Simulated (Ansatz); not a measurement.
# CH5FSiSn, SMILES F[SiH]1[CH2][SnH2]1: harmonic frequencies at the relaxed geometry

Computed with Ansatz 0.2.0 through its Python package.

Typed at the interpreter:
```pycon
>>> from dataclasses import dataclass
>>> import warnings
>>> import ansatz as az
>>> from ase import Atoms
>>> from ase.thermochemistry import IdealGasThermo
>>> import numpy as np
>>> @dataclass
... class Options:
...     basis_set: str = "def2-SVP"
...     functional: str = "hf"
...
>>> opts = Options()
>>> warnings.simplefilter("ignore", az.DeckWarning)
>>> molecule = (
...     az.Crystal.molecule()
...     .atom("F", [-0.5933, -0.2503, -2.37])
...     .atom("Si", [-0.4679, 0.6471, -0.9404])
...     .atom("C", [1.0157, 0.1741, -0.0516])
...     .atom("Sn", [-0.3398, -0.8306, 1.1459])
...     .atom("H", [-0.8336, 2.0611, -0.8447])
...     .atom("H", [1.5373, 1.0353, 0.4845])
...     .atom("H", [1.7372, -0.5068, -0.6067])
...     .atom("H", [-0.8263, -2.4447, 0.6577])
...     .atom("H", [-1.141, 0.0684, 2.5082])
... )
>>> job = molecule.calculation().basis(gaussian=opts.basis_set).functional(opts.functional)
>>> symbols = [site.symbol for site in molecule.cartesian_sites]
>>> start = np.array([site.position_ang for site in molecule.cartesian_sites], dtype=float)
>>> data = job.relax(force_tolerance=0.003, max_steps=100).run().report
>>> end = np.array(data["positions_ang"])
>>> print("final positions (A) and the move of each atom")
final positions (A) and the move of each atom
>>> for symbol, xyz, old in zip(symbols, end, start):
...     print(f"{symbol:2s} {xyz[0]:10.5f} {xyz[1]:10.5f} {xyz[2]:10.5f}   {np.linalg.norm(xyz - old):7.4f}")
...
F    -0.59901    0.05567   -2.49117    0.3291
Si   -0.46828    0.65201   -1.00024    0.0600
C     1.05348    0.18070   -0.04700    0.0386
Sn   -0.69986   -0.77526    1.02104    0.3851
H    -0.87765    2.06426   -1.02513    0.1858
H     1.62931    0.95559    0.45692    0.1248
H     1.70635   -0.56659   -0.49839    0.1275
H    -0.61981   -2.47070    1.00486    0.4048
H    -1.03624   -0.14208    2.56201    0.2412
>>> # frequencies need a stationary point, so they are taken at the relaxed geometry
>>> minimum = az.Crystal.molecule()
>>> for symbol, place in zip(symbols, end):
...     minimum = minimum.atom(symbol, place.tolist())
...
>>> vibrating = (
...     minimum.calculation()
...     .basis(gaussian=opts.basis_set)
...     .functional(opts.functional)
...     .phonons(temperatures=(298.15, 498.15, 100))
... )
>>> vib = vibrating.run().report["vibrations"]
>>> sums = vib["harmonic_sums"]
>>> modes = [m["omega_inv_cm"] for m in sums["modes_at_gamma"] if m["rigid_motion"] == "no"]
>>> for number, w in enumerate(modes, start=1):
...     print(f"mode {number:2d} {w:9.1f} 1/cm {w / 8065.544 * 1000:8.2f} meV")
...
mode  1     115.8 1/cm    14.35 meV
mode  2     227.7 1/cm    28.23 meV
mode  3     317.7 1/cm    39.39 meV
mode  4     340.2 1/cm    42.18 meV
mode  5     374.5 1/cm    46.43 meV
mode  6     424.3 1/cm    52.61 meV
mode  7     504.3 1/cm    62.53 meV
mode  8     636.3 1/cm    78.89 meV
mode  9     731.7 1/cm    90.72 meV
mode 10     762.5 1/cm    94.54 meV
mode 11     803.1 1/cm    99.57 meV
mode 12     836.9 1/cm   103.77 meV
mode 13     906.7 1/cm   112.42 meV
mode 14     937.6 1/cm   116.25 meV
mode 15     983.3 1/cm   121.91 meV
mode 16    1468.7 1/cm   182.09 meV
mode 17    2036.7 1/cm   252.52 meV
mode 18    2046.4 1/cm   253.72 meV
mode 19    2380.8 1/cm   295.18 meV
mode 20    3234.5 1/cm   401.02 meV
mode 21    3321.1 1/cm   411.77 meV
>>> print("imaginary modes:", sum(w < 0 for w in modes), " zero-point energy:", round(sums["zero_point_energy_ev"], 4), "eV")
imaginary modes: 0  zero-point energy: 1.45 eV
>>> # rigid rotor and ideal gas, symmetry number taken as one
>>> gas = IdealGasThermo(vib_energies=[w / 8065.544 for w in modes if w > 0], geometry="linear" if len(modes) == 3 * len(symbols) - 5 else "nonlinear",
...                      atoms=Atoms(symbols, positions=end), symmetrynumber=1, spin=0.0)
>>> print(f"H(298 K) - E = {gas.get_enthalpy(298.15, verbose=False):.4f} eV")
H(298 K) - E = 1.6469 eV
>>> print(f"S(298 K, 1 bar) = {96485.33 * gas.get_entropy(298.15, 1e5, verbose=False):.1f} J/(mol K) with symmetry number 1")
S(298 K, 1 bar) = 337.9 J/(mol K) with symmetry number 1
```

Notes:
- The frequencies are harmonic and unscaled, in a modest basis.
- def2 sets replace the cores of elements past krypton by effective core potentials.
- The entropy takes a symmetry number of 1; a symmetric molecule's is lower by R ln(sigma).
- Hardware and time: 2.9 min on 1 thread of Arm Neoverse V1, on a shared host, peak memory 0.33 GiB.
